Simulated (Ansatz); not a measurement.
CH₃FGeS, SMILES C[S][Ge][F], a rigid scan of one bond angle

Run with Ansatz 0.2.0 through its Python package.

Script `bend_ch3fges.py`:
```python
# -*- coding: utf-8 -*-
"""Bending curve of CH3FGeS."""

import ansatz as az
from ase import Atoms

atoms = Atoms(["C", "S", "Ge", "F", "H", "H", "H"], positions=[
    (-0.6134, 0.446, 0.4576),
    (-0.8051, -0.2365, -1.217),
    (0.9035, -1.5922, -0.9396),
    (2.4684, -0.6334, -0.6922),
    (-1.4634, 1.2364, 0.563),
    (-0.7772, -0.2827, 1.2162),
    (0.3483, 0.9945, 0.5664),
])

# relax first, so that the scan starts from a minimum
first = (
    az.Crystal.molecule_from_ase(atoms).calculation()
    .basis(gaussian="def2-SVP")
    .functional("CAM-B3LYP")
    .scf(lower_state_search="standard")
    .relax(force_tolerance=0.02, max_steps=80)
)
atoms.positions = first.run(threads=1, pin="off").report["positions_ang"]

rows = []
for angle in [90, 100, 110, 120, 135, 150, 165, 179]:
    bent = atoms.copy()
    bent.set_angle(0, 1, 2, angle, indices=[2, 3])
    setup = (
        az.Crystal.molecule_from_ase(bent).calculation()
        .basis(gaussian="def2-SVP")
        .functional("CAM-B3LYP")
        .scf(lower_state_search="standard")
    )
    rows.append((angle, setup.run(threads=1, pin="off").report["free_energy_ev"]))
floor = min(e for _, e in rows)
for angle, e in rows:
    print(f"angle C0-S1-Ge2 = {angle:3d} deg   {1000 * (e - floor):9.1f} meV")
```

`python bend_ch3fges.py` gives:
```text
angle C0-S1-Ge2 =  90 deg       557.2 meV
angle C0-S1-Ge2 = 100 deg        24.6 meV
angle C0-S1-Ge2 = 110 deg         0.0 meV
angle C0-S1-Ge2 = 120 deg       137.8 meV
angle C0-S1-Ge2 = 135 deg       455.4 meV
angle C0-S1-Ge2 = 150 deg       825.6 meV
angle C0-S1-Ge2 = 165 deg      1161.0 meV
angle C0-S1-Ge2 = 179 deg      1335.3 meV
```

Notes:
- The settings weren't tested for convergence.
- The scan is rigid, and the energies are electronic, in a modest basis. The zero is the lowest point of the grid, which needn't be the minimum.
- Run time: 91 s on 1 thread of Arm Neoverse V2, on a shared host, peak memory 0.31 GiB.
